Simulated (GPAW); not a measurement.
HPbNO4:

```
H Pb N O
1.0
     4.19923    0.11117    0.16817
     1.91600    3.89132    0.12568
     1.76085    1.25259    6.37266
H Pb N O
1 1 1 4
Direct
  0.89145 0.68202 0.62796
  0.14426 0.92872 0.88352
  0.25670 0.28861 0.30171
  0.83108 0.65056 0.78405
  0.38694 0.22380 0.11295
  0.31104 0.03576 0.45856
  0.07726 0.60633 0.32275
```

The cell was built by a generator and needn't be a form met in nature.

Base run:

| Quantity | Value |
| --- | --- |
| Program | GPAW 26.7.0 |
| Functional | PBE |
| Potentials or basis | GPAW PAW data sets (gpaw-data 1.2.1) |
| Cutoff | 800 eV |
| Basis | pw |
| k mesh | 7 × 7 × 5 |
| Occupations | fermi-dirac, width 0.05 eV |
| Spin | no spin polarisation |

Its results: band gap on the k mesh 2.81 eV, indirect (least direct gap 2.83 eV); pressure -0.3 GPa; largest force 0.094 eV/Å.

Q: The run is repeated on the same cell with these changes: k mesh from 7 × 7 × 5 to 5 × 5 × 3. What comes out?

A: Band gap on the k mesh 2.86 eV, indirect (least direct gap 2.87 eV); pressure -0.3 GPa; largest force 0.094 eV/Å.

Caveats: spin-orbit coupling is left out, which as a rule narrows the gap of such compounds by several tenths of an eV; an odd mesh through Γ misses points on the zone boundary, where band edges often lie.
